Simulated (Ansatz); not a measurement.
# GaBH₄: how energies converge with the basis set

One table from this session's results is given with a row withheld; the runs are named, their logs left out.

Program: Ansatz 0.2.0, Gaussian basis. Level of theory: one geometry, several basis sets. These are calculated values, not measurements.

The runs, in order: PBE0-D4/def2-SVP; ωB97M-V/def2-SVP; PBE0-D4/def2-QZVPP; ωB97M-V/def2-QZVPP; the functionals' def2-TZVPP values are taken from earlier runs.

**The geometry**

The geometry comes from an earlier relaxation with PBE0-D4 in a triple-zeta def2 set; it is a stationary point.

SMILES `[BH2][GaH2]`, 6 atoms, charge 0, spin multiplicity 1.

Atoms are counted from 1 here; the program's logs count them from 0.

Bond lengths: B1–Ga2 2.065 Å, B1–H3 1.199 Å, B1–H4 1.199 Å, Ga2–H5 1.576 Å, Ga2–H6 1.576 Å. Angles: Ga2–B1–H3 122.1°, Ga2–B1–H4 122.2°, H3–B1–H4 115.7°, B1–Ga2–H5 122.3°, B1–Ga2–H6 122.1°, H5–Ga2–H6 115.6°.

Set-up of the first run:

Contents of in.yaml:

```yaml
crystal:
  periodic: [false, false, false]
  atoms:
    - {symbol: B, position_ang: [0.054211, -1.108880, 0.023878]}
    - {symbol: Ga, position_ang: [-0.034891, 0.952922, -0.036773]}
    - {symbol: H, position_ang: [-0.697745, -1.759725, 0.692887]}
    - {symbol: H, position_ang: [0.861265, -1.732034, -0.606084]}
    - {symbol: H, position_ang: [-0.921566, 1.727156, -1.084048]}
    - {symbol: H, position_ang: [0.780725, 1.856462, 0.964042]}
basis:
  gaussian: {orbitals: def2-SVP}
hamiltonian: {xc: pbe0, dispersion: d4}
output: {orbitals: {seedname: orbitals}}
```

The run is started by

```sh
> ansatz run in.yaml --threads 2 --pin off --events-out ev --progress --plain --max-ram 4352MiB
```

Among the steps run: PBE0-D4 in def2-SVP; ωB97M-V in def2-SVP; PBE0-D4 in def2-QZVPP; ωB97M-V in def2-QZVPP.

One table of the session follows, with a row left open; its other results are not shown here.

It belongs to the step «Functionals by basis». 

```
functional       basis  HOMO (eV)  LUMO (eV)
   PBE0-D4    def2-SVP      -7.60      -2.18
   PBE0-D4  def2-TZVPP      -7.62      -2.23
   PBE0-D4  def2-QZVPP      -7.62      -2.24
   ωB97M-V    def2-SVP          ?          ?
   ωB97M-V  def2-TZVPP      -9.77      -0.29
   ωB97M-V  def2-QZVPP      -9.77      -0.33
```

Estimate the missing values for ωB97M-V, def2-SVP.

The run gave: HOMO (eV): -9.71; LUMO (eV): -0.11. In the column «HOMO (eV)» it lies between ωB97M-V, def2-QZVPP (-9.77) and PBE0-D4, def2-TZVPP (-7.62).
